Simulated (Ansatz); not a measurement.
# C₂H₈InN: up Jacob's ladder to CCSD(T)

The task here is to estimate one member of a computed series from the others.

The runs use Ansatz 0.2.0, Gaussian basis; functionals in def2-TZVPP, the program's frozen cores in correlated methods.

Levels to be run: LDA (SPW92), PBE-D4, revPBE-D4, BLYP-D4, r2SCAN-D4, B97M-V, PBE0-D4, B3LYP-D4, r2SCANh-D4, r2SCAN0-D4, HSE06-D4, BHLYP-D4, CAM-B3LYP-D4, LC-ωPBE, ωB97X-V, ωB97M-V, B2PLYP, PBE-QIDH; CCSD(T)/def2-SVP; CCSD(T)/def2-TZVPP; MP2/def2-QZVPP; extrapolation to the limit; RPA on PBE.

**Structure used throughout**

An earlier PBE0-D4 in a triple-zeta def2 set relaxation fixed the geometry. In takes the def2 core potential; no spin-orbit term is included.

12 atoms, charge 0, spin multiplicity 1.

Atoms are counted from 1 here; the program's logs count them from 0.

Bond lengths: C1–In2 2.149 Å, C1–H5 1.091 Å, C1–H6 1.091 Å, C1–H7 1.090 Å, In2–C3 2.149 Å, In2–N4 2.021 Å, C3–H8 1.092 Å, C3–H9 1.090 Å, C3–H10 1.091 Å, N4–H11 1.007 Å, N4–H12 1.007 Å. Angles: In2–C1–H5 110.4°, In2–C1–H6 110.4°, In2–C1–H7 110.4°, H5–C1–H6 107.9°, H5–C1–H7 108.9°, H6–C1–H7 108.8°, C1–In2–C3 131.2°, C1–In2–N4 114.4°, C3–In2–N4 114.4°, In2–C3–H8 110.1°, In2–C3–H9 110.3°, In2–C3–H10 110.8°, H8–C3–H9 108.6°, H8–C3–H10 108.0°, H9–C3–H10 109.0°, In2–N4–H11 124.6°, In2–N4–H12 124.6°, H11–N4–H12 110.8°.

Set-up of the first run:

Contents of in.yaml:

```yaml
crystal:
  periodic: [false, false, false]
  atoms:
    - {symbol: C, position_ang: [-0.704033, 1.760444, -0.949170]}
    - {symbol: In, position_ang: [-0.031450, -0.059439, -0.025761]}
    - {symbol: C, position_ang: [1.487008, -0.418690, 1.451512]}
    - {symbol: N, position_ang: [-0.992737, -1.721265, -0.656250]}
    - {symbol: H, position_ang: [0.123739, 2.259036, -1.456439]}
    - {symbol: H, position_ang: [-1.098214, 2.445431, -0.196321]}
    - {symbol: H, position_ang: [-1.487741, 1.549569, -1.677260]}
    - {symbol: H, position_ang: [1.159572, -0.044714, 2.423737]}
    - {symbol: H, position_ang: [1.685484, -1.487425, 1.538565]}
    - {symbol: H, position_ang: [2.413291, 0.094175, 1.188068]}
    - {symbol: H, position_ang: [-1.744480, -1.726597, -1.325503]}
    - {symbol: H, position_ang: [-0.810439, -2.650525, -0.315179]}
basis:
  gaussian: {orbitals: def2-TZVPP}
hamiltonian: {xc: lda}
output: {orbitals: {seedname: orbitals}}
```

Launch:

```sh
$ ansatz run in.yaml --threads 4 --pin off --events-out ev --progress --plain --max-ram 10444MiB
```

Steps of the session up to this table: LDA; PBE-D4 (GGA); revPBE-D4 (GGA); BLYP-D4 (GGA); r2SCAN-D4 (meta-GGA); B97M-V (meta-GGA); B3LYP-D4 (hybrid); r2SCANh-D4 (hybrid); r2SCAN0-D4 (hybrid); HSE06-D4 (hybrid); BHLYP-D4 (hybrid); CAM-B3LYP-D4 (range-separated); LC-ωPBE (range-separated); ωB97X-V (range-separated); ωB97M-V (range-separated); B2PLYP (double hybrid); PBE-QIDH (double hybrid).

One of the session's tables, all rows but one given; the rest of the session is left out.

It belongs to the step «Orbital energies across the functionals». 

| functional | HOMO (eV) | gap (eV) |
| --- | --- | --- |
| LDA (SPW92) | ? | ? |
| PBE-D4 | -5.25 | 4.21 |
| revPBE-D4 | -5.17 | 4.24 |
| BLYP-D4 | -5.14 | 4.13 |
| r2SCAN-D4 | -5.49 | 4.74 |
| B97M-V | -5.54 | 4.51 |
| PBE0-D4 | -6.55 | 6.22 |
| B3LYP-D4 | -6.33 | 5.72 |
| r2SCANh-D4 | -5.98 | 5.48 |
| r2SCAN0-D4 | -6.74 | 6.58 |
| HSE06-D4 | -6.14 | 5.46 |
| BHLYP-D4 | -7.80 | 8.06 |
| CAM-B3LYP-D4 | -8.00 | 8.42 |
| LC-ωPBE | -9.41 | 10.88 |
| ωB97X-V | -9.03 | 10.36 |
| ωB97M-V | -8.95 | 9.90 |

Q: Estimate the row for LDA (SPW92) from the others.

As computed: HOMO (eV): -5.46; gap (eV): 4.18. In the column «HOMO (eV)» it lies between r2SCAN-D4 (-5.49) and PBE-D4 (-5.25).
